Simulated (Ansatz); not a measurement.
# BeAu2S2: the cost of one run

Program: Ansatz 0.2.0. Level of theory: DFT PBE, scalar-relativistic, plane waves, PAW. These are calculated values, not measurements.

1 further run of the same task is left out (it didn't finish).

### Step 1. The system as given

It takes space group P4/mmm (No. 123, tetragonal). Conventional cell: a = 4.001 Å, b = 4.001 Å, c = 6.902 Å, α = 90.00°, β = 90.00°, γ = 90.00°. Be (site symmetry 4/mmm) has 4 S at 2.00 Å as nearest neighbours. S (site symmetry mmm) is surrounded by 2 Be at 2.00 Å. Around Au (site symmetry mmm) lie 4 Au at 2.83 Å.

Structure file:

```
CELL_PARAMETERS angstrom
4.00051 0.00000 0.00000
0.00000 4.00051 0.00000
0.00000 0.00000 6.90213
ATOMIC_POSITIONS crystal
Be 0.50000 0.50000 0.50000
S 0.00000 0.50000 0.50000
S 0.50000 0.00000 0.50000
Au 0.00000 0.50000 0.00000
Au 0.50000 0.00000 0.00000
```

The cell is invented: random cell by space group and Wyckoff sites (P4/mmm, No. 123). Its size is a rough estimate.

### Step 2. A first look at the guess

Input file input.yaml:

```yaml
crystal:
  lattice:
    - [4.00051428, 0.0, 0.0]
    - [0.0, 4.00051428, 0.0]
    - [0.0, 0.0, 6.90212981]
  atoms:
    - { symbol: Be, position: [0.5, 0.5, 0.5] }
    - { symbol: S, position: [0.0, 0.5, 0.5] }
    - { symbol: S, position: [0.5, 0.0, 0.5] }
    - { symbol: Au, position: [0.0, 0.5, 0.0] }
    - { symbol: Au, position: [0.5, 0.0, 0.0] }
basis:
  ecutwfc: 420
kpoints:
  mp_grid: { grid: [4, 4, 4] }
hamiltonian:
  xc: pbe
scf:
  occupations: { method: gaussian, width: 0.1 }
  lower_state_search: "off"
output:
  forces: true
  stress: true
  eigenvalues: true
```

Run with:

```console
> ansatz run input.yaml --threads 1 --pin off --max-ram 2560MiB --backend cpu --events-out ev --progress --plain --runs-dir out
```

Q: Estimate wall time and peak memory on 1 thread of Arm Neoverse V2, shared host.

About 3.8 s, with a peak of 0.36 GiB.
